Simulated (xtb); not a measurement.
# GFN2-xTB run of C2H10NSi+ (SMILES C[SiH](C)[NH3+])

Wanted: an optimisation with harmonic vibrations of C2H10NSi+. 

The calculation is run with xtb 6.7.1.

3 further runs of the same task are left out: 3 set aside as unsound or not needed.

## (1) Starting point

The species is C2H10NSi+ (14 atoms), meant as a singlet with charge +1. As SMILES, `C[SiH](C)[NH3+]`. Geometry: relaxed at GFN2-xTB. The run starts from this shape.

Bond lengths: C1–Si2 1.885 Å, Si2–C3 1.885 Å, Si2–N4 1.975 Å, C1–H5 1.089 Å, C1–H6 1.087 Å, C1–H7 1.088 Å, Si2–H8 1.458 Å, C3–H9 1.087 Å, C3–H10 1.088 Å, C3–H11 1.089 Å, N4–H12 1.019 Å, N4–H13 1.019 Å, N4–H14 1.020 Å. Some angles: C1–Si2–C3 117.4°, C1–Si2–N4 100.7°, C3–Si2–N4 100.6°, C1–Si2–H8 117.1°, C3–Si2–H8 117.1°, N4–Si2–H8 98.1°, Si2–C1–H5 112.4°, Si2–C1–H6 110.5°, Si2–C1–H7 112.6°, Si2–C3–H9 110.6°.

## (2) An optimisation with harmonic vibrations at GFN2-xTB

The input, .CHRG:

```
1
```

The input, .UHF:

```
0
```

The input, start.xyz:

```xyz
14

C     -0.766600     1.032250    -1.288090
Si    -0.431160     0.255640     0.396760
C      1.248290     0.589270     1.185730
N     -0.225090    -1.641940    -0.110330
H      0.057800     0.884110    -1.984050
H     -0.903760     2.106390    -1.192140
H     -1.669020     0.643290    -1.755590
H     -1.568630     0.105360     1.296680
H      1.314660     1.621560     1.519980
H      1.430160    -0.033450     2.059530
H      2.071320     0.432930     0.489970
H     -0.044110    -2.226530     0.704790
H     -1.065130    -1.997940    -0.564820
H      0.551270    -1.770950    -0.758420
```

On the command line:

```
$ xtb start.xyz --ohess vtight --gfn 2 --parallel 1 > xtb.out 2> xtb.err
```

Q: Predict the results. Wanted: total energy at the end; HOMO energy; LUMO energy; HOMO–LUMO gap; dispersion energy; mean polarisability; lowest harmonic wavenumber; highest harmonic wavenumber; zero-point energy.

Answer, from the run:

At GFN2-xTB:

| quantity | value |
| --- | --- |
| total energy at the end | -13.61947 Eh |
| HOMO energy | -15.84 eV |
| LUMO energy | -10.17 eV |
| HOMO–LUMO gap | 5.68 eV |
| dispersion energy | -15.56 kJ/mol |
| mean polarisability (D4 model) | 62.2 bohr³ |
| lowest harmonic wavenumber | 82 cm⁻¹ |
| highest harmonic wavenumber | 3369 cm⁻¹ |
| zero-point energy | 310.8 kJ/mol |

**Reading.** At the final geometry: Bond lengths: C1–Si2 1.885 Å, Si2–C3 1.885 Å, Si2–N4 1.974 Å, C1–H5 1.089 Å, C1–H6 1.087 Å, C1–H7 1.088 Å, Si2–H8 1.458 Å, C3–H9 1.087 Å, C3–H10 1.088 Å, C3–H11 1.089 Å, N4–H12 1.019 Å, N4–H13 1.019 Å, N4–H14 1.020 Å. Some angles: C1–Si2–C3 117.4°, C1–Si2–N4 100.6°, C3–Si2–N4 100.6°, C1–Si2–H8 117.1°, C3–Si2–H8 117.1°, N4–Si2–H8 98.0°, Si2–C1–H5 112.3°, Si2–C1–H6 110.5°, Si2–C1–H7 112.6°, Si2–C3–H9 110.5°. All 36 modes are real, so the shape is a minimum at this level. Mulliken charges run from -0.31 on N4 to +0.53 on Si2.
